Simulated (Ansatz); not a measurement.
# PbO: stress in a strained cell

Aim: deform PbO (zz strain of +2 %) and compute stress, forces and field gradients with LAPW, PAW and all-electron datasets made for the crystal.

Program: Ansatz 0.2.0. Level of theory: DFT LDA, scalar-relativistic. These are calculated values, not measurements.

### Step 1. Starting point

The structure is tetragonal, space group P4/nmm (No. 129). Conventional cell: a = 3.974 Å, b = 3.974 Å, c = 5.022 Å, α = 90.00°, β = 90.00°, γ = 90.00°. Around Pb (site symmetry 4mm) lie 4 O at 2.31 Å. Around O (site symmetry -4m2) lie 4 Pb at 2.31 Å.

As a file:

```
Pb O
1.0
     3.97440    0.00000    0.00000
     0.00000    3.97440    0.00000
     0.00000    0.00000    5.02200
Pb O
2 2
Cartesian
  0.0000 1.9872 1.1807
  1.9872 0.0000 3.8413
  0.0000 0.0000 0.0000
  1.9872 1.9872 0.0000
```

Atoms are numbered in the order of the input: Pb1, Pb2, O3, O4.

### Step 2. After the deformation

Space group P4/nmm before, P4/nmm after.

### Step 3. Full-potential LAPW

input.yaml

```yaml
crystal:
  lattice:
    - [3.9744, 0.0, 0.0]
    - [0.0, 3.9744, 0.0]
    - [0.0, 0.0, 5.12244]
  atoms:
    - { symbol: Pb, position: [0.0, 0.5, 0.2351] }
    - { symbol: Pb, position: [0.5, 0.0, 0.7649] }
    - { symbol: O, position: [0.0, 0.0, 0.0] }
    - { symbol: O, position: [0.5, 0.5, 0.0] }
kpoints:
  mp_grid: { grid: [7, 7, 6] }
  band_path:
    path:
      - [0.0, 0.0, 0.0]
      - [0.0, 0.5, 0.0]
      - [0.5, 0.5, 0.0]
      - [0.0, 0.0, 0.0]
      - [0.0, 0.0, 0.5]
      - [0.0, 0.5, 0.5]
      - [0.5, 0.5, 0.5]
      - [0.0, 0.0, 0.5]
      - [0.0, 0.5, 0.0]
    npoints: 5
scf:
  occupations: { method: fermi_dirac, width: 0.03 }
hamiltonian:
  xc: lda
  pseudopotentials: { kind: all_electron, lapw: { basis_error: 0.001 } }
output:
  forces: true
  stress: true
  eigenvalues: true
```

Run with:

```
ansatz run input.yaml --threads 1 --pin off --max-ram 4096MiB --backend cpu --events-out ev --progress --plain --runs-dir out
```

### Step 4. PAW with frozen cores

input.yaml

```yaml
crystal:
  lattice:
    - [3.9744, 0.0, 0.0]
    - [0.0, 3.9744, 0.0]
    - [0.0, 0.0, 5.12244]
  atoms:
    - { symbol: Pb, position: [0.0, 0.5, 0.2351] }
    - { symbol: Pb, position: [0.5, 0.0, 0.7649] }
    - { symbol: O, position: [0.0, 0.0, 0.0] }
    - { symbol: O, position: [0.5, 0.5, 0.0] }
kpoints:
  mp_grid: { grid: [7, 7, 6] }
scf:
  occupations: { method: fermi_dirac, width: 0.03 }
hamiltonian:
  xc: lda
  pseudopotentials: { kind: paw }
output:
  forces: true
  stress: true
  eigenvalues: true
  efg: { contact_densities: true }
```

### Step 5. Datasets made for this crystal

input.yaml, as its differences from that of step 4:

```diff
@@ -16,3 +16,3 @@
   xc: lda
-  pseudopotentials: { kind: paw }
+  pseudopotentials: { kind: all_electron, datasets: crystal }
 output:
```

(Steps that only read results are left out.)

What does the calculation give? Wanted: pressure; largest shear or deviatoric stress.

The runs gave:

```
                                 quantity                                              value
                                 pressure  LAPW -3.18, PAW -3.22, crystal datasets -3.18 GPa
largest shear or deviatoric stress (LAPW)                                           0.15 GPa
```

The largest part of the stress beyond the pressure is 0.15 GPa in size, in the zz component; the atoms are carried along and not relaxed. No run of the undeformed cell stands beside it, so pressure and stress hold what the given cell had before the change, as far as its symmetry allows. PAW: stress within 0.05 GPa of LAPW, forces within 6 meV/Å. Crystal datasets: stress within 0.01 GPa of LAPW, forces within 1 meV/Å. Spin-orbit coupling is left out, though the cell holds Pb; in elements this heavy it can shift bands and gaps by tenths of an eV.

The gaps are Kohn-Sham values of a semilocal functional, not quasiparticle or optical gaps. Such gaps usually fall short of the measured ones; spin-orbit coupling, left out here, narrows gaps with Pb, so the two errors partly cancel.
